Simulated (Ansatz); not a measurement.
**KBr: a single-point run**

Aim: a sound single-point run of KBr. The structure is shown as the input types it.

Program: Ansatz 0.2.0. Level of theory: DFT, LDA, PAW with Ansatz's default frozen-core files, scalar-relativistic; levels and slopes on a fine mesh, independent-particle optical spectra. These are calculated values, not measurements.

**1. The system as given**

Symmetry: Fm-3m, No. 225, cubic system. The conventional cell has a = 6.375 Å, b = 6.375 Å, c = 6.375 Å, α = 90.00°, β = 90.00°, γ = 90.00°. Around K (site symmetry m-3m) lie 6 Br at 3.19 Å. Br (site symmetry m-3m) has 6 K at 3.19 Å as nearest neighbours.

The input asks for a charge of +10 e on the cell.

Coordinates:

```
K Br
1.0
     0.00000    3.18755    3.18755
     3.18755    0.00000    3.18755
     3.18755    3.18755    0.00000
K Br
1 1
Direct
  0.00000 0.00000 0.00000
  0.50000 0.50000 0.50000
```

**2. The run**

input.yaml reads:

```yaml
crystal:
  lattice:
    - [0.0, 3.18755331232, 3.18755331232]
    - [3.18755331232, 0.0, 3.18755331232]
    - [3.18755331232, 3.18755331232, 0.0]
  atoms:
    - { symbol: K, position: [0.0, 0.0, 0.0] }
    - { symbol: Br, position: [0.5, 0.5, 0.5] }
kpoints:
  mp_grid: { grid: [6, 6, 6] }
scf:
  occupations: { method: fixed }
  max_iter: 80
hamiltonian:
  xc: lda
  pseudopotentials: { kind: paw }
output:
  forces: true
  stress: true
  eigenvalues: true
  eigenstates:
    nscf_kmesh: { grid: [10, 10, 10] }
    de_dk: true
    e_range: [-4, 8.316146329307]
  optics:
    e_range: [0, 20]
    de: 0.2
    sigma: 0.2
    bands: { spectra_wanted_up_to: 20 }
    nscf_kmesh: { grid: [10, 10, 10] }
checkpoint:
  write: ck
  write_wavefunctions: false
total_charge: 10
```

Run with:

```
> ansatz run input.yaml --threads 1 --pin off --max-ram 3072MiB --backend cpu --events-out ev --progress --plain --runs-dir out
```

**Question.** How will this run end, and is anything wrong with its input?

The first SCF converged in 27 cycles; a further one, begun by the search for a lower state, ran out of the shared limit after 27. The density residual dr2 fell from 107 to 1.9e-13 eV and was still falling. Its last energy is not a result.

Look at the input: total_charge is 10. The typed charge changes the electron count, so this is no longer the system that was meant.

The cure: delete total_charge (the default then holds).
